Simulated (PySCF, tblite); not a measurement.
# C7H7OPS: geometry, infrared bands and NMR shifts

Aim: predict the infrared bands and NMR shifts of C7H7OPS (`C#Cc1sc(C)pc1OC`).

The runs use tblite 0.8.0 and PySCF 2.14.0, with density-fitted response routines of our own; the level of theory stands in each step. All values are computed, except where a source is named. Atoms are numbered from 0 throughout.

## 1. The starting structure

17 atoms, charge 0, multiplicity 1; geometry from: force field or distance geometry start.

Bonds of the start (Å): C0–C1 1.19, C1–C2 1.45, C2–S3 1.72, S3–C4 1.73, C4–C5 1.48, C4–P6 1.84, P6–C7 1.83, C7–O8 1.36, O8–C9 1.43, C7–C2 1.40, C0–H10 1.07, C5–H11 1.10, C5–H12 1.11, C5–H13 1.10, C9–H14 1.09, C9–H15 1.09, C9–H16 1.10.

## 2. Optimising the geometry with GFN2-xTB

What the job is given:

```
{"job": {"kind": "relax", "xc": "GFN2-xTB", "basis": "xTB"}, "charge": 0, "multiplicity": 1}
C     -1.537000    -1.486800    -2.730300
C     -0.875100    -0.923700    -1.916500
C     -0.053500    -0.268400    -0.922100
S      1.563500    -0.780800    -0.668500
C      1.926900     0.379300     0.562200
C      3.271800     0.397800     1.185900
P      0.663200     1.642200     0.996800
C     -0.499600     0.795800    -0.133500
O     -1.754900     1.294200    -0.283200
C     -2.674000     0.704100     0.645000
H     -2.146300    -1.975100    -3.464100
H      3.691100    -0.614100     1.269800
H      3.237500     0.814300     2.211700
H      3.970700     1.006300     0.591400
H     -2.709100    -0.375100     0.528800
H     -3.670500     1.101900     0.441600
H     -2.411700     0.972700     1.675200
```

On the command line:

```sh
$ OMP_NUM_THREADS=1 python probes_run.py task.json out
```

This one command runs all jobs of the session in turn.

**Question.** This job is followed by: GFN2-xTB harmonic vibrations, gas phase; GIAO PBE0/pcSseg-1 NMR shielding, non-relativistic, gas phase. What will the session give for the following? strongest single infrared mode (GFN2-xTB); zero-point energy (GFN2-xTB); ¹³C shifts against TMS (PBE0/pcSseg-1); ¹H shifts against TMS (PBE0/pcSseg-1, means over atoms taken as alike); ³³S shifts against CS2 (PBE0/pcSseg-1); ³¹P shifts against H3PO4 (PBE0/pcSseg-1); ¹⁷O shifts against H2O (PBE0/pcSseg-1); surface potential, 1st and 99th percentile.

**Answer**, as computed:

| quantity | value |
| --- | --- |
| strongest single infrared mode (GFN2-xTB) | 1230 cm⁻¹, 185 km/mol |
| zero-point energy (GFN2-xTB) | 73.2 kcal/mol |
| ¹³C shifts against TMS (PBE0/pcSseg-1) | 195.9, 189.9, 119.8, 97.6, 78.6, 63.4, 22.1 ppm |
| ¹H shifts against TMS (PBE0/pcSseg-1, means over atoms taken as alike) | 4.17, 3.42, 2.93 ppm |
| ³³S shifts against CS2 (PBE0/pcSseg-1) | 337 ppm |
| ³¹P shifts against H3PO4 (PBE0/pcSseg-1) | 172.6 ppm |
| ¹⁷O shifts against H2O (PBE0/pcSseg-1) | 133.8 ppm |
| surface potential, 1st and 99th percentile | -1.36 V and 1.28 V |

The optimisation took 129 steps and gained 0.559 eV; among the close pairs (by a distance rule), C4–P6 changed most, from 1.839 to 1.715 Å. All 45 modes are real, so the xTB geometry is a minimum. The strongest single mode, at 1230 cm⁻¹, is spread over several atoms, C7, C4, O8, C2 among them. Unscaled tight-binding wavenumbers are off by several per cent, some by more. Its intensities can rank the bands wrongly. The most deshielded hydrogen is H14, H15, H16 (mean) (hydrogen on a methyl carbon bonded to O), at 4.17 ppm: its carbon carries O, an electronegative neighbour. At PBE0/pcSseg-1: The largest span, 465 ppm, is at P6, where the paramagnetic term is -825 ppm. NICS(1)zz of -19 ppm above the planar ring from C2 marks a diatropic (aromatic) ring current. At PBE0/pcSseg-1, counted by nearest atom on the grid, the HOMO lies on C0, C2 about 20 % each; C4 16 %, the LUMO on C4 29 %; P6 20 %.
